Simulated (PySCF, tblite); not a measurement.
**C6H6N radical: geometry, infrared bands and EPR parameters**

Aim: predict the infrared bands and EPR parameters of C6H6N radical (`N#C/[C]=C\C1CC1`).

Programs: tblite 0.8.0 and PySCF 2.14.0, with density-fitted response routines of our own. Each step states its level of theory. These are calculated values for one molecule in the gas phase, unless marked as measured. Atoms count from 0, in the outputs and in this text.

### Step 1. The molecule as given

13 atoms, charge 0, multiplicity 2; geometry from: force field or distance geometry start.

Bonds of the start (Å): N0–C1 1.16, C1–C2 1.47, C2–C3 1.36, C3–C4 1.47, C4–C5 1.49, C5–C6 1.51, C6–C4 1.52, C3–H7 1.08, C4–H8 1.11, C5–H9 1.12, C5–H10 1.10, C6–H11 1.10, C6–H12 1.11.

### Step 2. Optimising the geometry with GFN2-xTB

What the job is given:

```
{"job": {"kind": "relax", "xc": "GFN2-xTB", "basis": "xTB"}, "charge": 0, "multiplicity": 2}
N      2.862000     1.446000    -0.791500
C      2.494300     0.411400    -0.414300
C      2.076600    -0.898300     0.093100
C      0.740500    -1.124100     0.133300
C     -0.119100    -0.013400    -0.313300
C     -1.606000    -0.109500    -0.394800
C     -0.978700     0.522000     0.824400
H      0.347700    -2.059700     0.497700
H      0.381000     0.702700    -1.000600
H     -2.084900     0.650100    -1.067400
H     -2.148200    -1.054000    -0.239100
H     -0.878100     1.613700     0.907200
H     -1.091600    -0.086400     1.747700
```

Command:

```
$ OMP_NUM_THREADS=1 python probes_run.py task.json out
```

One launch serves the whole session: the jobs run in the order shown.

**Question.** This job is followed by: GFN2-xTB harmonic vibrations, gas phase; UKS B3LYP, pcH-1 on C H N, non-relativistic, mean-field spin-orbit, GIAO. What will the session give for the following? strongest single infrared mode (GFN2-xTB); zero-point energy (GFN2-xTB); g(iso) (B3LYP); ⟨S²⟩; largest a(iso) (averaged by class); surface potential, 1st and 99th percentile.

As calculated:

| quantity | value |
| --- | --- |
| strongest single infrared mode (GFN2-xTB) | 2148 cm⁻¹, 130 km/mol |
| zero-point energy (GFN2-xTB) | 61.6 kcal/mol |
| g(iso) (B3LYP) | 2.00256 |
| ⟨S²⟩ | 0.774 (exact 0.75) |
| largest a(iso) (averaged by class) | 1H on H7, 128.2 MHz |
| surface potential, 1st and 99th percentile | -1.78 V and 1.45 V |

**Reading.** The optimisation took 99 steps and gained 1.099 eV; among the close pairs (by a distance rule), C1–C2 changed most, from 1.465 to 1.317 Å. No mode is imaginary among the 33: a minimum at this level. The strongest single mode, at 2148 cm⁻¹, moves mainly C1 and N0. GFN2-xTB is a fitted tight-binding method: band positions and strengths are rough. Its intensities can rank the bands wrongly. The largest share of the spin, 0.81 e, sits on C2. The isotropic g lies 0.2 ppt above the free-electron value.
